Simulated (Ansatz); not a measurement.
# TiOs: the cost of one run

Program: Ansatz 0.2.0. Level of theory: DFT PBE, scalar-relativistic, plane waves, PAW. These are calculated values, not measurements.

1 further run of the same task is left out (it didn't finish).

## Step 1: The system as given

It takes space group P3m1 (No. 156, trigonal). The conventional cell has a = 4.362 Å, b = 4.362 Å, c = 15.000 Å, α = 90.00°, β = 90.00°, γ = 120.00°. Around Ti (site symmetry 3m) lie 3 Os at 2.67 Å. Os (site symmetry 3m) has 3 Ti at 2.67 Å as nearest neighbours.

Structure file:

```xyz
2
Lattice="4.3623 0.0000 0.0000 -2.1812 3.7779 0.0000 0.0000 0.0000 15.0000" Properties=species:S:1:pos:R:3 pbc="T T F"
Ti    2.1812    1.2593    7.9452
Os    0.0000    0.0000    7.0548
```

Recipe of the guess: thin slice cut from a crystal along (111). Lengths come from tabulated atomic sizes and are only a guess.

It is a sheet, periodic along a and b, with vacuum along c; volumes and pressures of the box carry no meaning, and space groups named for it are those of the box.

## Step 2: The guess as it stands, on a coarse mesh

input.yaml

```yaml
crystal:
  lattice:
    - [4.36233, 0.0, 0.0]
    - [-2.181165, 3.777889, 0.0]
    - [0.0, 0.0, 15.0]
  atoms:
    - { symbol: Ti, position: [0.66666667, 0.33333333, 0.5296819] }
    - { symbol: Os, position: [0.0, 0.0, 0.4703181] }
  periodic: [true, true, false]
basis:
  ecutwfc: 420
kpoints:
  mp_grid: { grid: [6, 6, 1] }
hamiltonian:
  xc: pbe
scf:
  occupations: { method: gaussian, width: 0.1 }
  lower_state_search: "off"
output:
  forces: true
  stress: true
  eigenvalues: true
```

The run is started by

```
$ ansatz run input.yaml --threads 1 --pin off --max-ram 2560MiB --backend cpu --events-out ev --progress --plain --runs-dir out
```

Q: Estimate wall time and peak memory on 1 thread of Intel Xeon Platinum 8259CL at 2.50GHz (Skylake/Cascade Lake), shared host.

About 7.4 s, with a peak of 0.53 GiB.
